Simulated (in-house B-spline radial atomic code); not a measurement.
# Al⁴⁺: density, ELF and screening along the radius

Aim: the shell structure of Al⁴⁺ in the radial density, the electron localisation function and the screened nuclear charge, under several settings.

Method: several methods, spin-polarised, as named in each step; spherical all-electron atom at the radial basis limit. Code: in-house B-spline radial atomic code version 1.

## 1. The system

| Quantity | Value |
| --- | --- |
| element | aluminium (Z = 13) |
| charge | +4 |
| electrons | 9 |
| configuration | [He] 2s2 2p5 |
| nucleus | point (non-relativistic runs) or finite (X2C runs) |

The outer shells:

[He] 2s2 2p5
```
[He] core
2s [↑↓]
2p [↑↓][↑↓][↑ ]
```

Where spins are not typed, each open shell is filled with up spins first.

## 2. LDA (VWN5), X2C

Settings, as recorded:

```ini
Z = 13
electrons = 9.0
configuration = [He] 2s2 2p5
hamiltonian = x2c
method = lda,vwn
spin_polarised = True
nucleus = fermi
rms_radius = 3.061
mass_number = 27
atomic_mass = 26.981538408
speed_of_light = 137.035999084
```

On the command line:

```sh
$ python run_scf.py task.json out
```

The settings of every run stand in task.json; they run in order.

## 3. PBE, X2C

The settings differ from step 2 so:

```diff
@@ -4,3 +4,3 @@
 hamiltonian = x2c
-method = lda,vwn
+method = pbe,pbe
 spin_polarised = True
```

## 4. Hartree-Fock, X2C

The settings differ from step 3 so:

```diff
@@ -4,3 +4,3 @@
 hamiltonian = x2c
-method = pbe,pbe
+method = hf
 spin_polarised = True
```

## 5. PW91, X2C

The settings differ from step 4 so:

```diff
@@ -4,3 +4,3 @@
 hamiltonian = x2c
-method = hf
+method = pw91,pw91
 spin_polarised = True
```

## 6. revTPSS, X2C

The settings differ from step 5 so:

```diff
@@ -4,3 +4,3 @@
 hamiltonian = x2c
-method = pw91,pw91
+method = revtpss,revtpss
 spin_polarised = True
```

How large is the system in each run, where do the shell borders lie, and what is the highest level?

The runs gave:

| run | total energy (hartree) | highest level (eV) | radius holding 50 / 90 / 99 % (bohr) | radius at n = 0.001 (bohr) | ELF minima on the full grid (bohr) |
| --- | --- | --- | --- | --- | --- |
| LDA (VWN5), X2C | -235.3532 | -137.03 | 0.445 / 0.890 / 1.38 | 1.84 | 0.21 |
| PBE, X2C | -236.2825 | -136.94 | 0.444 / 0.888 / 1.38 | 1.84 | 0.21 |
| Hartree-Fock, X2C | -236.0787 | -154.86 | 0.445 / 0.883 / 1.36 | 1.82 | 0.21 |
| PW91, X2C | -236.3877 | -137.16 | 0.444 / 0.888 / 1.38 | 1.84 | 0.21 |
| revTPSS, X2C | -236.3444 | -136.96 | 0.445 / 0.887 / 1.37 | 1.84 | 0.21 |

In the first run ELF has 1 minimum on the grid, which marks the borders between shells. On the record's full grid the screened charge (r times the electrostatic potential) falls from 12.9 near the nucleus to 4.00 at 2.1 bohr; far out it tends to the net charge, 4. The grid is coarse (about 17 % a step), so the places of minima are rough. For X2C runs ELF uses the non-relativistic kinetic energy density, and the fields carry no picture-change correction.
